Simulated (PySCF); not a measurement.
# C2H6GeN2: the cost of one run

The runs use PySCF 2.14.0, with density-fitted response routines of our own; the level of theory stands in each step. All values are computed, except where a source is named. Atoms count from 0, in the outputs and in this text.

### Step 1. Starting geometry

11 atoms, charge 0, multiplicity 1; geometry from: GFN2-xTB. The atoms were then displaced at random by about 0.01 Å, so the start is not that level's minimum.

Bonds of the start (Å): C0–N1 1.28, N1–Ge2 1.84, Ge2–C3 1.94, C3–N4 1.29, C0–H5 1.07, C0–H6 1.08, Ge2–H7 1.51, Ge2–H8 1.50, C3–H9 1.10, N4–H10 1.00.

### Step 2. Optimising the geometry at PBE0-D3(BJ)/def2-SVP

Job settings and geometry (Å):

```
{"job": {"xc": "PBE0", "basis": "def2-SVP", "d3": "d3bj", "grid": 1, "shake": 0.01, "kind": "geom"}, "charge": 0, "multiplicity": 1}
C      2.295250    -0.350700     0.639700
N      1.230290     0.367480     0.645440
Ge    -0.123270     0.597830    -0.575860
C     -1.711670    -0.012180     0.364030
N     -2.700340    -0.695240    -0.091460
H      2.921410    -0.315070     1.505800
H      2.614140    -0.958540    -0.194700
H     -0.092100     2.094950    -0.769230
H      0.051860    -0.067400    -1.909660
H     -1.824620     0.280760     1.422090
H     -2.622840    -0.967720    -1.051800
```

On the command line:

```sh
OMP_NUM_THREADS=1 python probes_run.py task.json out
```

The driver reads the jobs from task.json and runs them one after another.

Q: Estimate the wall time and peak memory of this first job on 1 thread of Arm Neoverse V1, shared host.

About 48 s, with a peak of 0.49 GiB.
